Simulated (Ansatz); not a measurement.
**CH9BOSi2: one species, many methods**

One table from this session's results is given with a row withheld; the runs are named, their logs left out.

Computed with Ansatz 0.2.0, Gaussian basis. Level: functionals in def2-TZVPP, the program's frozen cores in correlated methods.

Plan: PBE-D4, r2SCAN-D4, PBE0-D4, B3LYP-D4, ωB97X-V, ωB97M-V, B2PLYP; CCSD(T)/def2-TZVPP; MP2/def2-QZVPP; extrapolation to the limit.

**The geometry**

An earlier PBE0-D4 in a triple-zeta def2 set relaxation fixed the geometry.

SMILES `CB[SiH](O)[SiH3]`, 14 atoms, charge 0, spin multiplicity 1.

Atoms are counted from 1 here; the program's logs count them from 0.

Bond lengths: C1–B2 1.554 Å, C1–H6 1.091 Å, C1–H7 1.094 Å, C1–H8 1.103 Å, B2–Si3 2.003 Å, B2–H9 1.203 Å, Si3–O4 1.661 Å, Si3–Si5 2.363 Å, Si3–H10 1.490 Å, O4–H11 0.958 Å, Si5–H12 1.491 Å, Si5–H13 1.489 Å, Si5–H14 1.490 Å. Angles: B2–C1–H6 116.5°, B2–C1–H7 113.0°, B2–C1–H8 104.9°, H6–C1–H7 109.7°, H6–C1–H8 107.1°, H7–C1–H8 104.8°, C1–B2–Si3 121.6°, C1–B2–H9 118.0°, Si3–B2–H9 120.3°, B2–Si3–O4 117.1°, B2–Si3–Si5 104.0°, B2–Si3–H10 112.0°, O4–Si3–Si5 111.7°, O4–Si3–H10 105.4°, Si5–Si3–H10 106.4°, Si3–O4–H11 116.5°, Si3–Si5–H12 110.9°, Si3–Si5–H13 111.7° and more.

Set-up of the first run:

Input file in.yaml:

```yaml
crystal:
  periodic: [false, false, false]
  atoms:
    - {symbol: C, position_ang: [-1.160600, 0.056585, 1.901738]}
    - {symbol: B, position_ang: [-0.537908, -0.903278, 0.849572]}
    - {symbol: Si, position_ang: [1.064545, -0.378337, -0.231291]}
    - {symbol: O, position_ang: [1.882106, -1.596526, -1.010964]}
    - {symbol: Si, position_ang: [0.227976, 1.224475, -1.752731]}
    - {symbol: H, position_ang: [-0.775443, 1.077701, 1.916350]}
    - {symbol: H, position_ang: [-2.254362, 0.075798, 1.867711]}
    - {symbol: H, position_ang: [-0.917325, -0.395968, 2.877491]}
    - {symbol: H, position_ang: [-1.072621, -1.965237, 0.666526]}
    - {symbol: H, position_ang: [2.090053, 0.320906, 0.593303]}
    - {symbol: H, position_ang: [1.348121, -2.297317, -1.387187]}
    - {symbol: H, position_ang: [-0.835653, 0.635727, -2.615609]}
    - {symbol: H, position_ang: [1.300474, 1.751053, -2.640820]}
    - {symbol: H, position_ang: [-0.372465, 2.365417, -1.005290]}
basis:
  gaussian: {orbitals: def2-TZVPP}
hamiltonian: {xc: pbe, dispersion: d4}
output: {forces: true, orbitals: {seedname: orbitals}}
```

Command:

```console
ansatz run in.yaml --threads 4 --pin off --events-out ev --progress --plain --max-ram 10444MiB
```

Steps of the session up to this table: PBE-D4 (GGA); r2SCAN-D4 (meta-GGA); PBE0-D4 (hybrid); B3LYP-D4 (hybrid); ωB97X-V (range-separated); ωB97M-V (range-separated); B2PLYP (double hybrid); CCSD(T) in def2-TZVPP; MP2 in def2-QZVPP.

One table of the session follows, with a row left open; its other results are not shown here.

| method | atomisation energy (kcal/mol) |
| --- | --- |
| PBE-D4 | 1149.0 |
| r2SCAN-D4 | 1147.7 |
| PBE0-D4 | 1139.0 |
| B3LYP-D4 | ? |
| ωB97X-V | 1149.4 |
| ωB97M-V | 1145.3 |
| B2PLYP | 1129.8 |
| HF/def2-TZVPP | 866.8 |
| MP2/def2-TZVPP | 1120.4 |
| CCSD/def2-TZVPP | 1103.3 |
| CCSD(T)/def2-TZVPP | 1115.3 |
| MP2/CBS | 1148.2 |
| CCSD(T)/CBS | 1143.0 |

**Question.** Estimate the row for B3LYP-D4.

As computed: atomisation energy (kcal/mol): 1144.6. In the column «atomisation energy (kcal/mol)» it lies between CCSD(T)/CBS (1143.0) and ωB97M-V (1145.3).
